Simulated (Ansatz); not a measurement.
This script makes vertical energies of changing the electron count of F₂H₆Si₃, SMILES F[SiH2][SiH](F)[SiH3] with the Ansatz DFT code, driven from Python.

The script, `ip.py`:
```python
'''Removing and adding an electron on F2H6Si3 at fixed geometry.'''

import ansatz

BASIS = 'def2-SVPD'
LEVEL = 'mp2'


def energy(molecule, charge=0, unpaired=0):
    calc = molecule.calculation().basis(gaussian=BASIS).correlation(LEVEL)
    if charge:
        calc = calc.charge(charge)
    if unpaired:
        calc = calc.spin('collinear', total=unpaired)
    return calc.run().report['free_energy_ev']

f2h6si3 = (
    ansatz.Crystal.molecule()
    .atom('F', [-1.7007, 1.8498, 0.0689])
    .atom('Si', [-0.8281, 1.1716, 1.1534])
    .atom('Si', [-0.2594, -0.9308, 0.4385])
    .atom('F', [0.7595, -1.6657, 1.5433])
    .atom('Si', [0.962, -0.5425, -1.4917])
    .atom('H', [0.376, 2.04, 1.3773])
    .atom('H', [-1.5629, 1.1145, 2.4333])
    .atom('H', [-1.3811, -1.7731, 0.1783])
    .atom('H', [2.1267, 0.3719, -1.1673])
    .atom('H', [0.1075, 0.1129, -2.4814])
    .atom('H', [1.466, -1.8056, -2.032])
)

# delta-SCF style differences, no relaxation
parent = energy(f2h6si3, 0, 0)
cation = energy(f2h6si3, 1, 1)
print(f'E(N)   = {parent:.5f} eV')
print(f'E(N-1) = {cation:.5f} eV  (1 unpaired)')
print(f'vertical ionisation energy {cation - parent:.3f} eV')
anion = energy(f2h6si3, -1, 1)
print(f'E(N+1) = {anion:.5f} eV  (1 unpaired)')
print(f'vertical electron affinity {parent - anion:.3f} eV' + ('' if anion < parent else ' (unbound in this basis)'))
print(f'fundamental gap IP - EA = {cation + anion - 2 * parent:.3f} eV')
```

What does it cost to change the electron count at this fixed geometry?

At this unrelaxed geometry removing an electron costs 9.99 eV and an added one is unbound in this basis (by 0.35 eV).

The output:

```console
$ python ip.py
E(N)   = -29103.69288 eV
E(N-1) = -29093.70230 eV  (1 unpaired)
vertical ionisation energy 9.991 eV
E(N+1) = -29103.34670 eV  (1 unpaired)
vertical electron affinity -0.346 eV (unbound in this basis)
fundamental gap IP - EA = 10.337 eV
```

What to keep in mind:
- The settings weren't tested for convergence.
- The geometry is a force-field or estimated start, not a minimum of this method, and the basis set is short of its limit. All parts are taken at fixed geometry, without zero-point energy. At an unrelaxed start these energies can be a whole eV from those at the minimum, and a small affinity can change sign.
- A negative electron affinity means that the anion is unbound here; its size hangs on the basis and tends to about zero as the basis grows, and so does its part in any gap built on it.
- Wall time of the script: 57 s on 1 thread of Arm Neoverse V1, on a shared host, peak memory 0.62 GiB.
